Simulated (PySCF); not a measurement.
# One shape, several levels: CH7AlGe (SMILES [CH3][AlH][GeH3])

We compute a comparison of 6 runs (HF/STO-3G, HF/3-21G, HF/def2-SVP, BP86/3-21G, B3LYP/6-31G*) of CH7AlGe. The job is set up through a Python script.

The results are computed with PySCF 2.14.0.

## (1) The system as given

CH7AlGe has 10 atoms, charge 0, and is taken as a singlet. SMILES: `[CH3][AlH][GeH3]`. The shape is that of a PBE0-D4/def2-TZVP optimisation.

Bond lengths: C1–Al2 1.951 Å, Al2–Ge3 2.482 Å, C1–H4 1.096 Å, C1–H5 1.092 Å, C1–H6 1.095 Å, Al2–H7 1.592 Å, Ge3–H8 1.544 Å, Ge3–H9 1.543 Å, Ge3–H10 1.544 Å. Some angles: C1–Al2–Ge3 120.6°, C1–Al2–H7 121.2°, Ge3–Al2–H7 118.2°, Al2–C1–H4 110.3°, Al2–C1–H5 113.2°, Al2–C1–H6 110.8°, Al2–Ge3–H8 112.0°, Al2–Ge3–H9 114.0°, Al2–Ge3–H10 111.8°, H4–C1–H5 108.0°.

## (2) Energy and forces at HF/STO-3G (run 1)

Input file start.xyz:

```xyz
10

C     -1.285100     1.207300    -0.791800
Al     0.240900    -0.005800    -0.871600
Ge     1.072500    -1.123800     1.182100
H     -1.058700     2.061200    -0.143700
H     -1.577500     1.594700    -1.770100
H     -2.153800     0.711100    -0.346400
H      0.989100    -0.300500    -2.245200
H      1.036800    -2.662400     1.057800
H      0.274600    -0.771400     2.454500
H      2.544300    -0.761700     1.477400
```

Input file job.py:

```python
from pyscf import gto

mol = gto.M(
    atom='start.xyz',
    charge=0,
    verbose=3,
    max_memory=1860,
    basis='sto-3g',
)

mf = mol.RHF()
mf.conv_tol = 1e-10
mf.kernel()
if not mf.converged:
    mf = mf.newton().run(mf.mo_coeff, mf.mo_occ)

e_final = mf.e_tot
print('E = %.10f Eh' % e_final)
grad = mf.nuc_grad_method().kernel()
mf.analyze()
```

On the command line:

```bash
$ OMP_NUM_THREADS=1 python job.py
```

Log:

```text
converged SCF energy = -2332.27947299669
[... 13 lines left out ...]
MO #4   energy= -45.3897808454998  occ= 2
[... 6 lines left out ...]
MO #11  energy= -4.4568137423888   occ= 2
[... 6 lines left out ...]
MO #18  energy= -0.596378468735904 occ= 2
[... 6 lines left out ...]
MO #25  energy= -0.473101915146132 occ= 2
[... 6 lines left out ...]
MO #32  energy= 0.496822985024939  occ= 0
[... 6 lines left out ...]
MO #39  energy= 0.778471831218092  occ= 0
[... 11 lines left out ...]
Dipole moment(X, Y, Z, Debye): -0.39567,  0.52324, -0.99075
```

Run time: 6.9 s. Hardware: 1 thread of Intel Xeon at 2.50GHz (Skylake/Cascade Lake), shared host; peak memory 0.12 GiB.

## (3) Energy and gradient at HF/3-21G (run 2)

Input file input.py:

```python
# [CH3][AlH][GeH3]
import pyscf.grad
from pyscf import gto

mol = gto.M(
    atom=[
    ('C', (-1.285100, 1.207300, -0.791800)),
    ('Al', (0.240900, -0.005800, -0.871600)),
    ('Ge', (1.072500, -1.123800, 1.182100)),
    ('H', (-1.058700, 2.061200, -0.143700)),
    ('H', (-1.577500, 1.594700, -1.770100)),
    ('H', (-2.153800, 0.711100, -0.346400)),
    ('H', (0.989100, -0.300500, -2.245200)),
    ('H', (1.036800, -2.662400, 1.057800)),
    ('H', (0.274600, -0.771400, 2.454500)),
    ('H', (2.544300, -0.761700, 1.477400)),
],
    basis='3-21g',
    verbose=3,
    spin=0,
    charge=0,
    max_memory=1860,
)

mf = mol.RHF()
mf.conv_tol = 1e-10
mf.kernel()
if not mf.converged:
    mf = mf.newton().run(mf.mo_coeff, mf.mo_occ)

e_final = mf.e_tot
print('Final energy', e_final)
grad = mf.Gradients().kernel()
mf.analyze()
```

On the command line:

```bash
$ OMP_NUM_THREADS=1 python input.py
```

Log:

```text
converged SCF energy = -2347.62055109693
[... 17 lines left out ...]
MO #8   energy= -7.11241180175373  occ= 2
[... 9 lines left out ...]
MO #18  energy= -1.51290191692756  occ= 2
[... 9 lines left out ...]
MO #28  energy= -0.412583610001109 occ= 2
[... 9 lines left out ...]
MO #38  energy= 0.315914135697683  occ= 0
[... 9 lines left out ...]
MO #48  energy= 0.979706389779982  occ= 0
[... 9 lines left out ...]
MO #58  energy= 1.96502870233637   occ= 0
[... 11 lines left out ...]
Dipole moment(X, Y, Z, Debye): -0.84690,  0.83601, -0.72727
```

It took 6 s on 1 thread of Intel Xeon at 2.50GHz (Skylake/Cascade Lake), shared host; peak memory 0.13 GiB.

## (4) Energy and forces at HF/def2-SVP (run 3)

Input file job.py:

```python
import pyscf.grad
from pyscf import gto

mol = gto.M(
    atom=[
    ('C', (-1.285100, 1.207300, -0.791800)),
    ('Al', (0.240900, -0.005800, -0.871600)),
    ('Ge', (1.072500, -1.123800, 1.182100)),
    ('H', (-1.058700, 2.061200, -0.143700)),
    ('H', (-1.577500, 1.594700, -1.770100)),
    ('H', (-2.153800, 0.711100, -0.346400)),
    ('H', (0.989100, -0.300500, -2.245200)),
    ('H', (1.036800, -2.662400, 1.057800)),
    ('H', (0.274600, -0.771400, 2.454500)),
    ('H', (2.544300, -0.761700, 1.477400)),
],
    max_memory=1860,
    spin=0,
    charge=0,
    basis='def2-svp',
    verbose=4,
)

mf = mol.RHF()
mf.conv_tol = 1e-10
mf.kernel()
if not mf.converged:
    mf = mf.newton().run(mf.mo_coeff, mf.mo_occ)

e_final = mf.e_tot
print('Final energy', e_final)
grad = mf.Gradients().kernel()
dip = mf.dip_moment()
pop, q = mf.mulliken_pop()
```

On the command line:

```bash
$ OMP_NUM_THREADS=1 python job.py
```

Log:

```text
PySCF version 2.14.0

[... 64 lines left out ...]
converged SCF energy = -2358.85055325154
Final energy -2358.85055325154
[... 11 lines left out ...]
Dipole moment(X, Y, Z, Debye): -0.85150,  0.81468, -0.63326
[... 110 lines left out ...]
charge of    9H =     -0.12246
```

Run time: 23 s. Hardware: 1 thread of Intel Xeon at 2.50GHz (Skylake/Cascade Lake), shared host; peak memory 0.21 GiB.

Runs 4 to 5 aren't shown in full; the table further down has their settings and results.

## (5) Energy and forces at B3LYP/6-31G(d) (Cartesian functions) (run 6)

Input file run.py:

```python
import pyscf.grad
from pyscf import gto, dft

molecule = gto.M(
    atom='''
C     -2.428487     2.281466    -1.496285
Al     0.455235    -0.010960    -1.647085
Ge     2.026731    -2.123674     2.233845
H     -2.000653     3.895103    -0.271554
H     -2.981043     3.013546    -3.345004
H     -4.070092     1.343784    -0.654601
H      1.869128    -0.567863    -4.242813
H      1.959268    -5.031207     1.998952
H      0.518919    -1.457735     4.638333
H      4.808030    -1.439404     2.791881
''',
    max_memory=1860,
    basis='6-31g*',
    verbose=4,
    unit='bohr',
    charge=0,
    cart=True,
)

ks = dft.RKS(molecule)
ks.xc = 'b3lyp'
ks.conv_tol = 1e-10
ks.grids.level = 5
ks.kernel()
if not ks.converged:
    ks = ks.newton().run(ks.mo_coeff, ks.mo_occ)

e_tot = ks.e_tot
print('Final energy', e_tot)
grad = ks.Gradients().kernel()
ks.analyze()
```

On the command line:

```bash
$ OMP_NUM_THREADS=1 python run.py
```

Log:

```text
PySCF version 2.14.0

[... 104 lines left out ...]
MO #3   energy= -49.7899638928819  occ= 2
[... 15 lines left out ...]
MO #19  energy= -1.18412731367521  occ= 2
[... 15 lines left out ...]
MO #35  energy= 0.085182709762222  occ= 0
[... 15 lines left out ...]
MO #51  energy= 0.524711851079368  occ= 0
[... 15 lines left out ...]
MO #67  energy= 1.14979589317928   occ= 0
[... 15 lines left out ...]
MO #83  energy= 86.6648419214254   occ= 0
[... 96 lines left out ...]
Dipole moment(X, Y, Z, Debye): -0.90333,  0.84544, -0.55230
```

Run time: 79 s. Hardware: 1 thread of Intel Xeon at 2.50GHz (Skylake/Cascade Lake), shared host; peak memory 0.81 GiB.

## (6) The series

```
run                               level  integration grid  Cartesian functions   energy (Eh)  dipole moment (D)  HOMO energy (eV)  LUMO energy (eV)  wall time
  1                           HF/STO-3G                 –                   no  -2332.279473               1.19             -7.44              8.09      6.9 s
  2                            HF/3-21G                 –                   no  -2347.620551               1.39             -9.71              1.00        6 s
  3                         HF/def2-SVP                 –                   no  -2358.850553               1.34             -9.84              1.10       23 s
  4                          BP86/3-21G                 5                   no  -2350.370918               1.37             -6.32             -2.42       33 s
  5  B3LYP/6-31G* (spherical functions)                 5                   no  -2361.506932               1.36             -7.01             -1.74       79 s
  6  B3LYP/6-31G* (Cartesian functions)                 5                  yes  -2361.514242               1.35             -7.02             -1.74       79 s
```

## (7) Results

```
                       quantity           value
            run 6: total energy  -2361.51424 Eh
           run 6: dipole moment          1.35 D
             run 6: HOMO energy        -7.02 eV
             run 6: LUMO energy        -1.74 eV
           run 6: HOMO–LUMO gap         5.27 eV
run 6: largest force on an atom      0.147 eV/Å
```

What this shows: The dipole moment (its size) runs from 1.19 D (HF/STO-3G) to 1.39 D (HF/3-21G). The HOMO–LUMO gap runs from 3.90 eV (BP86/3-21G) to 15.52 eV (HF/STO-3G). The two ends differ in method and basis. Totals of different functionals can't be ranked against each other. In run 1 the basis is minimal, so the values are rough. All runs together took 3.8 min, the longest 79 s.
